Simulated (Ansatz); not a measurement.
# MnPt2: a trial structure relaxed

Aim: relax MnPt2 from this start, structure listed in a database for this formula (P-3m1, No. 164), and see where it ends.

Computed with Ansatz 0.2.0 (DFT PBE, scalar-relativistic, plane waves, PAW, unless a step's input says otherwise).

**1. Starting point**

Symmetry: P-3m1, No. 164, trigonal system. The conventional cell has a = 2.858 Å, b = 2.858 Å, c = 6.533 Å, α = 90.00°, β = 90.00°, γ = 120.00°. Around Mn (site symmetry -3m) lie 6 Pt at 2.64 Å and 6 Mn at 2.86 Å. Around Pt (site symmetry 3m) lie 3 Mn at 2.64 Å and 9 Pt at 2.86 to 2.91 Å.

Structure file:

```xyz
3
Lattice="2.8584 0.0000 0.0000 -1.4292 2.4755 0.0000 0.0000 0.0000 6.5325" Properties=species:S:1:pos:R:3 pbc="T T T"
Mn    0.0000    0.0000    0.0000
Pt    0.0000    1.6503    4.4669
Pt    1.4292    0.8252    2.0656
```

(A quick probe on a coarse mesh, which set the mesh and smearing, is not shown.)

**3. Full relaxation**

input.yaml

```yaml
crystal:
  lattice:
    - [2.8584044518, 0.0, 0.0]
    - [-1.4292022259, 2.4754508696, 0.0]
    - [0.0, 0.0, 6.532504]
  atoms:
    - { symbol: Mn, position: [0.0, 0.0, 0.0], spin: 4.13 }
    - { symbol: Pt, position: [0.33333333, 0.66666667, 0.683794], spin: 0.38 }
    - { symbol: Pt, position: [0.66666667, 0.33333333, 0.316206], spin: 0.38 }
basis:
  ecutwfc: 420
kpoints:
  mp_grid: { grid: [18, 18, 8] }
hamiltonian:
  xc: pbe
scf:
  occupations: { method: gaussian, width: 0.1 }
output:
  forces: true
  stress: true
  eigenvalues: true
  populations: true
magnetization:
  spin_polarized: true
relax:
  adjacent_minimum: "off"
  f_tol: 0.01
  max_steps: 80
  cell: { stress_tol: 0.05 }
```

Launch:

```
$ ansatz run input.yaml --threads 1 --pin off --max-ram 2560MiB --backend cpu --events-out ev --progress --plain --runs-dir out
```

Q: Predict the outcome of this session.

**Answer**, as computed:

Formation energies count from the elements, computed with the same settings in runs not shown here.

| quantity | value |
| --- | --- |
| cell | a = 2.846 Å, b = 2.846 Å, c = 6.570 Å, α = 90.00°, β = 90.00°, γ = 120.00° |
| space group | P-3m1 (No. 164) |
| volume | 15.36 Å³/atom |
| gap on the mesh | none (metal) |
| formation energy from the elements | -0.176 eV/atom |
| largest moment | 3.74 μB |

**Reading.** The space group stayed P-3m1, and from the first guess the volume went from 15.41 to 15.36 Å³/atom. With -0.18 eV/atom it lies under the elements, which doesn't yet make it stable against other compounds of them. The runs treat Pt without spin-orbit coupling.
